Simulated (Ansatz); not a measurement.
# C₂H₆OSi: one species, many methods

The task here is to estimate one member of a computed series from the others.

Method: functionals in def2-TZVPP, the program's frozen cores in correlated methods; program: Ansatz 0.2.0, Gaussian basis.

Plan: LDA (SPW92), PBE-D4, revPBE-D4, BLYP-D4, r2SCAN-D4, B97M-V, PBE0-D4, B3LYP-D4, r2SCANh-D4, r2SCAN0-D4, HSE06-D4, BHLYP-D4, CAM-B3LYP-D4, LC-ωPBE, ωB97X-V, ωB97M-V, B2PLYP, PBE-QIDH; CCSD(T)/def2-SVP; CCSD(T)/def2-TZVPP; MP2/def2-QZVPP; extrapolation to the limit; RPA on PBE.

### The geometry

All runs share one geometry, relaxed beforehand with PBE0-D4 in a triple-zeta def2 set.

SMILES `O=CC[SiH3]`, 10 atoms, charge 0, spin multiplicity 1.

Atoms are counted from 1 here; the program's logs count them from 0.

Bond lengths: O1–C2 1.202 Å, C2–C3 1.497 Å, C2–H5 1.111 Å, C3–Si4 1.889 Å, C3–H6 1.097 Å, C3–H7 1.097 Å, Si4–H8 1.483 Å, Si4–H9 1.488 Å, Si4–H10 1.483 Å. Angles: O1–C2–C3 123.9°, O1–C2–H5 120.1°, C3–C2–H5 116.0°, C2–C3–Si4 112.7°, C2–C3–H6 108.4°, C2–C3–H7 108.4°, Si4–C3–H6 111.1°, Si4–C3–H7 111.1°, H6–C3–H7 104.7°, C3–Si4–H8 110.6°, C3–Si4–H9 107.7°, C3–Si4–H10 110.6°, H8–Si4–H9 108.7°, H8–Si4–H10 110.4°, H9–Si4–H10 108.7°.

Set-up of the first run:

Contents of in.yaml:

```yaml
crystal:
  periodic: [false, false, false]
  atoms:
    - {symbol: O, position_ang: [-1.496659, -0.090831, -1.387141]}
    - {symbol: C, position_ang: [-0.617362, 0.708668, -1.207707]}
    - {symbol: C, position_ang: [0.404899, 0.595346, -0.120463]}
    - {symbol: Si, position_ang: [0.168168, -0.944850, 0.946746]}
    - {symbol: H, position_ang: [-0.528734, 1.596611, -1.870047]}
    - {symbol: H, position_ang: [1.401726, 0.609206, -0.579209]}
    - {symbol: H, position_ang: [0.366302, 1.507786, 0.488035]}
    - {symbol: H, position_ang: [0.299921, -2.173314, 0.126780]}
    - {symbol: H, position_ang: [1.236012, -0.945984, 1.983329]}
    - {symbol: H, position_ang: [-1.151275, -0.913837, 1.622677]}
basis:
  gaussian: {orbitals: def2-TZVPP}
hamiltonian: {xc: lda}
output: {orbitals: {seedname: orbitals}}
```

Command:

```bash
$ ansatz run in.yaml --threads 2 --pin off --events-out ev --progress --plain --max-ram 4352MiB
```

Steps of the session up to this table: LDA; PBE-D4 (GGA); revPBE-D4 (GGA); BLYP-D4 (GGA); r2SCAN-D4 (meta-GGA); B97M-V (meta-GGA); PBE0-D4 (hybrid); B3LYP-D4 (hybrid); r2SCANh-D4 (hybrid); r2SCAN0-D4 (hybrid); HSE06-D4 (hybrid); BHLYP-D4 (hybrid); CAM-B3LYP-D4 (range-separated); LC-ωPBE (range-separated); ωB97X-V (range-separated); ωB97M-V (range-separated); B2PLYP (double hybrid); PBE-QIDH (double hybrid).

One of the session's tables, all rows but one given; the rest of the session is left out.

It belongs to the step «Frontier levels by functional». 

```
  functional  HOMO (eV)  gap (eV)
 LDA (SPW92)      -6.25      3.90
      PBE-D4      -6.12      4.02
   revPBE-D4      -6.07      4.06
     BLYP-D4      -6.05      4.07
   r2SCAN-D4      -6.42      4.59
      B97M-V      -6.64      4.89
     PBE0-D4      -7.70      6.83
    B3LYP-D4      -7.48      6.32
  r2SCANh-D4      -7.02      5.63
  r2SCAN0-D4      -7.92      7.20
    HSE06-D4      -7.30      6.03
    BHLYP-D4      -9.25      9.69
CAM-B3LYP-D4      -9.17      9.54
     LC-ωPBE          ?         ?
     ωB97X-V     -10.16     11.73
     ωB97M-V     -10.11     11.56
```

**Question.** Estimate the row for LC-ωPBE.

As computed: HOMO (eV): -10.46; gap (eV): 12.13. In the column «HOMO (eV)» it is the lowest.
